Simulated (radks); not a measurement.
# Nuclear size and the levels of Ne⁺

An exercise on one series of results from a longer session: the logs are not shown, and one member is left open.

The numbers are computed with radks (a radial shooting solver on a logarithmic mesh, Libxc functionals) version 1 (Dirac Kohn-Sham, PBE, spin-unpolarised, spherical densities, finite nucleus; open shells are shared between the two j in proportion to 2j + 1), except any that are marked as measured or tabulated.

**Starting point**

- element: neon (Z = 10)
- charge: +1
- electrons: 9
- configuration: [He] 2s2 2p5
- nuclear rms radius: 3.0055 fm

Outer shells as boxes (Hund's rule):

Ne⁺
```
[He] core
2s [↑↓]
2p [↑↓][↑↓][↑ ]
```

The first run:

Settings of this run:

```text
Z 10
configuration [He] 2s2 2p5 3s0 3p0
relativity Dirac
functional pbe,pbe
spin unpolarised
j_filling average
nucleus finite rms 3.0055 fm
c 137.035999084
```

Steps of the session up to this table: rms radius 3.0055 fm.

One of the session's tables, all rows but one given; the rest of the session is left out.

It belongs to the step «rms radius 3.0055 fm». Radial moments (bohr):

| level | <r> | outermost maximum (interpolated) | 90 % within |
| --- | --- | --- | --- |
| 1s1/2 | 0.1579 | 0.103 | 0.283 |
| 2s1/2 | ? | ? | ? |
| 2p1/2 | 0.8820 | 0.602 | 1.52 |
| 2p3/2 | 0.8841 | 0.604 | 1.52 |

Q: Estimate the row for 2s1/2 from the others.

**Answer.** <r>: 0.8638; outermost maximum (interpolated): 0.672; 90 % within: 1.38. In the column «<r>» it lies between 1s1/2 (0.1579) and 2p1/2 (0.8820).
